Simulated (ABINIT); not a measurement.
AlCl:

```xyz
2
Lattice="0.0000 2.8486 2.8486 2.8486 0.0000 2.8486 2.8486 2.8486 0.0000" Properties=species:S:1:pos:R:3 pbc="T T T"
Al    2.8486    2.8486    2.8486
Cl    0.0000    0.0000    0.0000
```

The cell was built by a generator and needn't be a form met in nature.

```yaml
Program: ABINIT 10.8.3 (patched build)
Task: single point
Functional: PBE
Potentials_or_basis: JTH PAW PBE v2.0
Cutoff: 680 eV
k_mesh: 8 × 8 × 8
Occupations: fermi-dirac, width 0.05 eV
Spin: no spin polarisation
```

On this cell: pressure 5.7 GPa; largest force zero by symmetry; band gap on the k mesh 0.53 eV, direct.

The same run follows on a disturbed copy (atoms moved at random, drawn with an rms of 0.05 Å):

```
Al Cl
1.0
     0.00000    2.84863    2.84863
     2.84863    0.00000    2.84863
     2.84863    2.84863    0.00000
Al Cl
1 1
Direct
  0.48644 0.50957 0.49863
  0.98698 0.00240 0.01172
```

What changes?

The energy moves by +0.5 meV/atom; pressure 5.6 GPa; largest force 0.033 eV/Å; band gap on the k mesh 0.53 eV, direct.

Forces in eV/Å, atoms in the order of the input:
```
Al   0.016  0.026 -0.011
Cl  -0.016 -0.026  0.011
```

A k mesh can miss the band edges.
